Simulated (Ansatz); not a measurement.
# CH6AlBO: the cost of one run

The runs use Ansatz 0.2.0, Gaussian basis; the settings change from run to run.

### 1 The relaxed structure

The geometry comes from an earlier relaxation with PBE0-D4 in a triple-zeta def2 set; it is a stationary point, not always the lowest conformer.

SMILES `C[BH][AlH][OH]`, 10 atoms, charge 0, spin multiplicity 1.

Atoms are counted from 1 here; the program's logs count them from 0.

Bond lengths: C1–B2 1.556 Å, C1–H5 1.093 Å, C1–H6 1.107 Å, C1–H7 1.091 Å, B2–Al3 2.132 Å, B2–H8 1.206 Å, Al3–O4 1.706 Å, Al3–H9 1.599 Å, O4–H10 0.956 Å. Angles: B2–C1–H5 115.1°, B2–C1–H6 101.5°, B2–C1–H7 117.5°, H5–C1–H6 105.2°, H5–C1–H7 110.1°, H6–C1–H7 106.0°, C1–B2–Al3 125.7°, C1–B2–H8 115.7°, Al3–B2–H8 118.5°, B2–Al3–O4 116.8°, B2–Al3–H9 126.0°, O4–Al3–H9 117.2°, Al3–O4–H10 122.6°.

Geometry (Å):

```
atom    x (Å)    y (Å)    z (Å)
  C1  -1.3535   0.0427  -1.1541
  B2  -0.7623  -0.4232   0.2073
 Al3   1.2989  -0.3747   0.7494
  O4   1.9215   1.1235   1.2775
  H5  -2.2884  -0.4442  -1.4436
  H6  -1.6291   1.0904  -0.9272
  H7  -0.6754   0.0890  -2.0074
  H8  -1.5670  -0.7755   1.0331
  H9   2.3087  -1.6134   0.7136
 H10   2.8298   1.2344   1.5545
```

### 2 MP2/def2-TZVPP

Options: high accuracy.

in.yaml reads:

```yaml
crystal:
  periodic: [false, false, false]
  atoms:
    - {symbol: C, position_ang: [-1.353493, 0.042658, -1.154096]}
    - {symbol: B, position_ang: [-0.762344, -0.423211, 0.207279]}
    - {symbol: Al, position_ang: [1.298872, -0.374743, 0.749368]}
    - {symbol: O, position_ang: [1.921473, 1.123511, 1.277493]}
    - {symbol: H, position_ang: [-2.288428, -0.444154, -1.443590]}
    - {symbol: H, position_ang: [-1.629077, 1.090409, -0.927220]}
    - {symbol: H, position_ang: [-0.675385, 0.088966, -2.007405]}
    - {symbol: H, position_ang: [-1.566982, -0.775537, 1.033097]}
    - {symbol: H, position_ang: [2.308717, -1.613389, 0.713558]}
    - {symbol: H, position_ang: [2.829846, 1.234389, 1.554518]}
basis:
  gaussian: {orbitals: def2-TZVPP}
hamiltonian: {xc: {name: HF}}
correlation: {method: mp2}
accuracy: high
```

Run with:

```
$ ansatz run in.yaml --threads 2 --pin off --events-out ev --progress --plain --max-ram 4352MiB
```

Q: Estimate wall time and peak memory on 2 threads of Arm Neoverse V2, shared host.

About 12 s, with a peak of 1.1 GiB.
